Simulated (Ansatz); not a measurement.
# Ti6P2O: the cost of one run

Computed with Ansatz 0.2.0 (DFT PBEsol, scalar-relativistic, plane waves, PAW, unless a step's input says otherwise).

## 1. Starting point

The structure is monoclinic, space group C2/m (No. 12). The conventional cell has a = 9.840 Å, b = 3.283 Å, c = 7.696 Å, α = 90.00°, β = 91.22°, γ = 90.00°. Around Ti (site symmetry m) lie 1 O at 2.09 Å and 2 P at 2.53 Å. Ti (site symmetry m) has 2 O at 2.15 Å and 3 P at 2.51 to 2.57 Å as nearest neighbours. Around Ti (site symmetry m) lie 3 P at 2.47 to 2.57 Å and 8 Ti at 2.84 to 3.05 Å. P (site symmetry m) is surrounded by 8 Ti at 2.47 to 2.57 Å. Around O (site symmetry 2/m) lie 6 Ti at 2.09 to 2.15 Å.

Coordinates:

```
Ti P O
1.0
     0.00000   -3.28258    0.00000
    -4.92013    1.64129    0.00000
     0.16387    0.00000   -7.69376
Ti P O
6 2 1
Direct
  0.55549 0.11098 0.24002
  0.44451 0.88902 0.75998
  0.86238 0.72476 0.45288
  0.13762 0.27524 0.54712
  0.86056 0.72112 0.05602
  0.13944 0.27888 0.94398
  0.25095 0.50191 0.24876
  0.74905 0.49809 0.75124
  0.50000 0.00000 0.50000
```

The structure comes from the Materials Project (structure only).

## 2. Ground state at the listed geometry

File input.yaml:

```yaml
crystal:
  lattice:
    - [0.0, -3.28257668, 0.0]
    - [-4.9201280418, 1.64128834, 0.0]
    - [0.1638702609, 0.0, -7.6937594868]
  atoms:
    - { symbol: Ti, position: [0.55548764, 0.11097528, 0.24002318] }
    - { symbol: Ti, position: [0.44451236, 0.88902472, 0.75997682] }
    - { symbol: Ti, position: [0.86238104, 0.72476208, 0.45287605] }
    - { symbol: Ti, position: [0.13761896, 0.27523792, 0.54712395] }
    - { symbol: Ti, position: [0.86055804, 0.72111608, 0.05601501] }
    - { symbol: Ti, position: [0.13944196, 0.27888392, 0.94398499] }
    - { symbol: P, position: [0.25095423, 0.50190846, 0.24875569] }
    - { symbol: P, position: [0.74904577, 0.49809154, 0.75124431] }
    - { symbol: O, position: [0.5, 0.0, 0.5] }
basis:
  ecutwfc: 500
  fft_grid_basis: typed
kpoints:
  mp_grid: { grid: [8, 8, 4] }
hamiltonian:
  xc: pbesol
  pseudopotentials: { kind: paw }
scf:
  occupations: { method: gaussian, width: 0.05 }
output:
  forces: true
  stress: true
  eigenvalues: true
  bader: true
  write_density: true
  volumetric_format: npy
  elf: true
```

The run is started by

```
> ansatz run input.yaml --threads 2 --pin off --max-ram 4096MiB --backend cpu --events-out ev --progress --plain --runs-dir out
```

Q: Estimate wall time and peak memory on 2 threads of Arm Neoverse N1, shared host.

About 1.8 min, with a peak of 0.74 GiB.
